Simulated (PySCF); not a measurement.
# C8H16Si2: the cost of one run

Programs: PySCF 2.14.0, with routines of our own; each step states its level. All values are computed. Atoms count from 0.

### 1 The system as given

26 atoms, charge 0, multiplicity 1; geometry from: GFN2-xTB.

### 2 Vibronic structure: TDA CAM-B3LYP/def2-SVP

Job settings and geometry (Å):

```
{"job": {"kind": "vib", "xc": "CAM-B3LYP", "basis": "def2-SVP", "tda": true}, "charge": 0, "multiplicity": 1}
C      3.769355    -0.363133    -1.111807
C      2.321892    -0.220290    -0.655445
C      2.218763     0.091076     0.835205
Si     0.412109     0.275875     1.428290
C     -0.404730     1.686429     0.486049
C     -1.477452     1.561477    -0.292264
Si    -2.399943    -0.049572    -0.607103
C     -4.209538     0.129089    -0.038529
C     -1.578829    -1.460926     0.331051
C     -0.506513    -1.336554     1.110057
H      4.320618     0.556786    -0.926296
H      4.261239    -1.170044    -0.572020
H      3.817160    -0.583218    -2.176181
H      1.781435    -1.145198    -0.870028
H      1.839322     0.577183    -1.225187
H      2.712206    -0.701428     1.400461
H      2.771936     1.007661     1.047252
H      0.406883     0.574670     2.875536
H      0.051314     2.667293     0.592469
H     -1.863226     2.444262    -0.795366
H     -2.374737    -0.348843    -2.055355
H     -4.274868     0.349298     1.023205
H     -4.708041     0.931133    -0.574135
H     -4.767786    -0.783811    -0.221812
H     -2.026699    -2.444196     0.212791
H     -0.112916    -2.222406     1.602026
```

With the program's defaults for keys left out, this is: TDA CAM-B3LYP/def2-SVP vertical-gradient vibronic structure (displaced harmonic oscillators, Condon), gas phase.

Command:

```console
> OMP_NUM_THREADS=1 python excited_run.py task.json out
```

This one command runs all jobs of the session in turn.

**Question.** How long does this first job take on 1 thread of AMD EPYC 7R43, shared host, and how much memory does it need?

About 3 min, with a peak of 1.7 GiB.
